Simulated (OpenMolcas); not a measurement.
**Tc²⁺ among point charges: CASSCF and CASPT2 levels and susceptibility**

Aim: the splitting of the states of Tc²⁺ in the field of 4 point charges, its lowest levels with spin-orbit coupling and its magnetic susceptibility.

Program: OpenMolcas 26.06. Level of theory: state-averaged CASSCF and CASPT2, spin-orbit coupling by RASSI with atomic mean-field integrals. These are calculated values, not measurements, unless marked.

## (1) The system

```
Species                           : Tc²⁺ (technetium, Z = 43, 41 electrons)
Basis                             : ANO-RCC-VDZP [6s5p3d1f], 43 functions
Scalar Hamiltonian                : DKH2, point nucleus
Inactive shells                   : 1s 2s 2p 3s 3p 3d 4s 4p
Active space                      : 5 electrons in 5 orbitals (4d)
Some configurations of this space : 4d5
Orbitals                          : optimised for each spin and parity, averaged over all roots
```

Outer shells as boxes (Hund's rule):

4d5
```
4d [↑ ][↑ ][↑ ][↑ ][↑ ]
```

The ion sits among 4 point charges of -2.5 e arranged as a tetrahedron (Td), 2.06 Å from the ion.

The work runs as a chain of OpenMolcas steps in one folder; each step below is one input file. Labels, J, g values, rates, χT and fits are worked out afterwards by a script from the matrices that RASSI stores.

## (2) One- and two-electron integrals

The input, a.inp:

```
&GATEWAY
Coord
1

Tc 0.0 0.0 0.0
Basis=ANO-RCC-VDZP
Group=NoSym
NoMove
AngMom=0.0 0.0 0.0
AMFI
XField
4 Angstrom 0
1.189342 1.189342 1.189342 -2.500000
1.189342 -1.189342 -1.189342 -2.500000
-1.189342 1.189342 -1.189342 -2.500000
-1.189342 -1.189342 1.189342 -2.500000
&SEWARD
```

Command:

```sh
OMP_NUM_THREADS=1 MOLCAS_MEM=1689 MOLCAS_PROJECT=a pymolcas a.inp > a.log
```

## (3) CASSCF: sextets, 1 root

The input, a.inp:

```
&RASSCF
FileOrb=start.orb
Symmetry=1
Spin=6
nActEl=5 0 0
Inactive=18
Ras2=5
CIRoot=1 1 1
SDav=1
CIMx=300
Iter=120 100
PrWF=0.3
OrbListing=Nothing
MaxOrb=0
>>> COPY $Project.JobIph JOB001
```

start.orb holds the contracted functions of the basis, ordered by shell, or the orbitals of the step before.

## (4) Reference wave functions, quartets, 24 roots

The input, a.inp:

```
&RASSCF
FileOrb=start.orb
Symmetry=1
Spin=4
nActEl=5 0 0
Inactive=18
Ras2=5
CIRoot=24 24 1
SDav=24
CIMx=300
Iter=120 100
PrWF=0.3
OrbListing=Nothing
MaxOrb=0
>>> COPY $Project.JobIph JOB002
```

## (5) CASSCF: doublets, 75 roots

The input, a.inp:

```
&RASSCF
FileOrb=start.orb
Symmetry=1
Spin=2
nActEl=5 0 0
Inactive=18
Ras2=5
CIRoot=75 75 1
SDav=75
CIMx=300
Iter=120 100
PrWF=0.3
OrbListing=Nothing
MaxOrb=0
>>> COPY $Project.JobIph JOB003
```

## (6) State interaction with spin-orbit coupling

The input, a.inp:

```
&RASSI
NrOfJobIphs=3 1 24 75
1
1 2 3 4 5 6 7 8 9 10 11 12 13 14 15 16 17 18 19 20 21 22 23 24
1 2 3 4 5 6 7 8 9 10 11 12 13 14 15 16 17 18 19 20 21 22 23 24 25 26 27
28 29 30 31 32 33 34 35 36 37 38 39 40 41 42 43 44 45 46 47 48 49 50 51
52 53 54 55 56 57 58 59 60 61 62 63 64 65 66 67 68 69 70 71 72 73 74 75
IphNames
JOB001
JOB002
JOB003
EJob
SpinOrbit
DIPRint=1.0
SOCoupling=1000.0
Subsets=2
Property=9
'ANGMOM' 1 'ANGMOM' 2 'ANGMOM' 3 'MLTPL  1' 1 'MLTPL  1' 2 'MLTPL  1' 3
'AMFI' 1 'AMFI' 2 'AMFI' 3
SOProperty=3
'ANGMOM' 1 'ANGMOM' 2 'ANGMOM' 3
```

## (7) CASPT2: IPEA 0.25, imaginary shift 0.1 (closed shells correlated: 4s 4p)

The input, a.inp:

```
>>> COPY JOB001 $Project.JobIph
&CASPT2
Multistate=1 1
Frozen=14
IPEA=0.25
Imaginary=0.1
MaxIter=60
WThr=0.0 0.3 0.05
PrWF=0.5
NoMix
>>> COPY JOB002 $Project.JobIph
&CASPT2
Multistate=24 1 2 3 4 5 6 7 8 9 10 11 12 13 14 15 16 17 18 19 20 21 22
23 24
NoMult
Frozen=14
IPEA=0.25
Imaginary=0.1
MaxIter=60
WThr=0.0 0.3 0.05
PrWF=0.5
NoMix
>>> COPY JOB003 $Project.JobIph
&CASPT2
Multistate=75 1 2 3 4 5 6 7 8 9 10 11 12 13 14 15 16 17 18 19 20 21 22
23 24 25 26 27 28 29 30 31 32 33 34 35 36 37 38 39 40 41 42 43 44 45 46
47 48 49 50 51 52 53 54 55 56 57 58 59 60 61 62 63 64 65 66 67 68 69 70
71 72 73 74 75
NoMult
Frozen=14
IPEA=0.25
Imaginary=0.1
MaxIter=60
WThr=0.0 0.3 0.05
PrWF=0.5
NoMix
```

(Steps that only read results are left out.)

Q: Predict the outcome of this session. Wanted: spin-free ground state; lowest level; next level.

The runs gave:

| quantity | value |
| --- | --- |
| method | SS-CASPT2, IPEA 0.25, imaginary shift 0.1 (closed shells correlated: 4s 4p) |
| spin-free ground state | 6A1, 1-fold in its orbital part |
| lowest level | 2-fold Γ7, g = 3.33, 3.33, 3.33 |
| next level | 0.2 cm⁻¹ |
| χT at 300 K | 4.37 cm³ K/mol |
| effective moment at 300 K | 5.92 μB |

Cost by method:

| method | time of its own steps | time with the reference |
| --- | --- | --- |
| A. CASSCF | 20 s | 20 s |
| B. SS-CASPT2, IPEA 0.25, imaginary shift 0.1, +4s 4p | 7 s | 27 s |

Times are of one thread on a shared host.

The spin-free ground state (6A1) comes to 100 % from free-ion S terms and keeps the highest spin of the shell. χT at 300 K is 4.37, against 4.39 cm³ K/mol for the spin alone, as a half-filled shell (L = 0) has no orbital moment. An active space of the d shell alone favours high spin; real ions in strong fields can be low spin. A ligand-field fit to the states below 45000 cm-1 gives 10Dq = -1223 cm-1, B = 484 cm-1 and C = 2710 cm-1 (C/B = 5.60), with a deviation of 776 cm-1. CASPT2 does not keep the components of a term degenerate, and the means are used. The field of point charges can differ much from that of real complexes. This is an electrostatic model: the charges have no orbitals.
